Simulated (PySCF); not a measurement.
# C2H6BNO3: the cost of one run

The runs use PySCF 2.14.0, with density-fitted response routines of our own; the level of theory stands in each step. All values are computed, except where a source is named. Atoms count from 0, in the outputs and in this text.

### 1 The molecule as given

13 atoms, charge 0, multiplicity 1; geometry from: GFN2-xTB. The atoms were then displaced at random by about 0.01 Å, so the start is not that level's minimum.

Bonds of the start (Å): C0–C1 1.54, C1–O2 1.22, C1–N3 1.33, N3–B4 1.49, B4–O5 1.35, B4–O6 1.34, C0–H7 1.11, C0–H8 1.07, C0–H9 1.07, N3–H10 1.00, O5–H11 0.95, O6–H12 0.95.

### 2 Geometry optimisation at PBE0-D3(BJ)/def2-SVP

What the job is given:

```
{"job": {"xc": "PBE0", "basis": "def2-SVP", "d3": "d3bj", "grid": 1, "shake": 0.01, "kind": "geom"}, "charge": 0, "multiplicity": 1}
C      2.117660    -0.151600    -0.590410
C      0.756960     0.455870    -0.201680
O      0.548290     1.656330    -0.119600
N     -0.179620    -0.452960     0.043500
B     -1.584560    -0.129890     0.429500
O     -2.410230    -1.172090     0.637840
O     -1.968010     1.147820     0.588630
H      2.841160     0.677390    -0.707980
H      2.435110    -0.823320     0.181960
H      1.997380    -0.656150    -1.531100
H      0.024520    -1.431200    -0.039120
H     -3.286790    -0.921130     0.902930
H     -1.286030     1.784050     0.395210
```

Started as:

```
OMP_NUM_THREADS=1 python probes_run.py task.json out
```

The driver reads the jobs from task.json and runs them one after another.

Q: Estimate the wall time and peak memory of this first job on 1 thread of Arm Neoverse V2, shared host.

About 91 s, with a peak of 0.49 GiB.
